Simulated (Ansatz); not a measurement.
# CH2O2Se: the cost of one run

Program: Ansatz 0.2.0. Level of theory: RKS PBE/def2-SVP. These are calculated values, not measurements.

**1. The starting structure**

Bond lengths: O1–C2 1.364 Å, C2–O3 1.365 Å, C2–Se4 1.829 Å, O1–H5 1.065 Å, O3–H6 0.996 Å. Angles: O1–C2–O3 119.2°, O1–C2–Se4 113.1°, O3–C2–Se4 127.7°, C2–O1–H5 118.7°, C2–O3–H6 122.3°.

As a file:

```xyz
6

O     0.4817    1.1112   -0.5450
C     0.0008   -0.0258    0.0360
O     0.4508   -0.3821    1.2747
Se   -1.1478   -0.9519   -1.0449
H     0.0859    1.4120   -1.4872
H     0.1708   -1.2276    1.7201
```

**2. Relaxing the start**

input.yaml

```yaml
crystal:
  periodic: [false, false, false]
  atoms:
    - { symbol: O, position_ang: [0.4817, 1.1112, -0.545] }
    - { symbol: C, position_ang: [0.0008, -0.0258, 0.036] }
    - { symbol: O, position_ang: [0.4508, -0.3821, 1.2747] }
    - { symbol: Se, position_ang: [-1.1478, -0.9519, -1.0449] }
    - { symbol: H, position_ang: [0.0859, 1.412, -1.4872] }
    - { symbol: H, position_ang: [0.1708, -1.2276, 1.7201] }
basis:
  gaussian: { orbitals: def2-SVP }
hamiltonian:
  xc: pbe
relax:
  f_tol: 0.02
  max_steps: 40
scf:
  lower_state_search: "off"
```

On the command line:

```sh
> ansatz run input.yaml --threads 1 --pin off --max-ram 2048MiB --backend cpu --events-out ev --progress --plain --runs-dir out
```

Q: Estimate wall time and peak memory on 1 thread of Arm Neoverse N1, shared host.

About 19 s, with a peak of 0.12 GiB.
